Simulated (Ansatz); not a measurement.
**C3H6BBr: small, medium and large basis sets**

An exercise on one series of results from a longer session: the logs are not shown, and one member is left open.

Method: one geometry, several basis sets; program: Ansatz 0.2.0, Gaussian basis.

Levels to be run: PBE0-D4/def2-SVP; ωB97M-V/def2-SVP; PBE0-D4/def2-QZVPP; ωB97M-V/def2-QZVPP; the functionals' def2-TZVPP values are taken from earlier runs.

### The relaxed structure

All runs share one geometry, relaxed beforehand with PBE0-D4 in a triple-zeta def2 set.

11 atoms, charge 0, spin multiplicity 1.

Atoms are counted from 1 here; the program's logs count them from 0.

Bond lengths: B1–C2 1.767 Å, B1–C3 1.743 Å, B1–C4 1.767 Å, B1–H6 1.190 Å, B1–H7 1.192 Å, C2–C3 1.405 Å, C2–H8 1.083 Å, C2–H9 1.081 Å, C3–C4 1.405 Å, C3–Br5 1.893 Å, C4–H10 1.083 Å, C4–H11 1.081 Å. Angles: C2–B1–C3 47.2°, C2–B1–C4 86.1°, C2–B1–H6 118.4°, C2–B1–H7 102.6°, C3–B1–C4 47.2°, C3–B1–H6 109.1°, C3–B1–H7 129.0°, C4–B1–H6 118.4°, C4–B1–H7 102.6°, H6–B1–H7 122.0°, B1–C2–C3 65.5°, B1–C2–H8 105.3°, B1–C2–H9 122.5°, C3–C2–H8 118.6°, C3–C2–H9 118.3°, H8–C2–H9 116.4°, B1–C3–C2 67.3°, B1–C3–C4 67.3° and more.

Set-up of the first run:

Contents of in.yaml:

```yaml
crystal:
  periodic: [false, false, false]
  atoms:
    - {symbol: B, position_ang: [-0.919515, 0.143661, -0.248527]}
    - {symbol: C, position_ang: [-0.024594, -0.002471, 1.267553]}
    - {symbol: C, position_ang: [0.780822, 0.187006, 0.132250]}
    - {symbol: C, position_ang: [0.501283, -0.573651, -1.015230]}
    - {symbol: Br, position_ang: [1.654978, 1.852419, -0.083088]}
    - {symbol: H, position_ang: [-1.267010, 1.226313, -0.599478]}
    - {symbol: H, position_ang: [-1.676920, -0.775124, -0.193201]}
    - {symbol: H, position_ang: [-0.207147, -1.013181, 1.610463]}
    - {symbol: H, position_ang: [-0.034236, 0.769762, 2.023686]}
    - {symbol: H, position_ang: [0.373181, -1.643589, -0.909079]}
    - {symbol: H, position_ang: [0.884559, -0.228245, -1.964949]}
basis:
  gaussian: {orbitals: def2-SVP}
hamiltonian: {xc: pbe0, dispersion: d4}
output: {orbitals: {seedname: orbitals}}
```

Started as:

```console
$ ansatz run in.yaml --threads 4 --pin off --events-out ev --progress --plain --max-ram 10444MiB
```

Among the steps run: PBE0-D4 in def2-SVP; ωB97M-V in def2-SVP; PBE0-D4 in def2-QZVPP; ωB97M-V in def2-QZVPP.

One table of the session follows, with a row left open; its other results are not shown here.

It belongs to the step «Functionals by basis». 

| functional | basis | HOMO (eV) |
| --- | --- | --- |
| PBE0-D4 | def2-SVP | -7.99 |
| PBE0-D4 | def2-TZVPP | -8.04 |
| PBE0-D4 | def2-QZVPP | -8.04 |
| ωB97M-V | def2-SVP | -10.15 |
| ωB97M-V | def2-TZVPP | -10.21 |
| ωB97M-V | def2-QZVPP | ? |

**Question.** Estimate the row for ωB97M-V, def2-QZVPP.

**Answer.** HOMO (eV): -10.22. In the column «HOMO (eV)» it is the lowest.
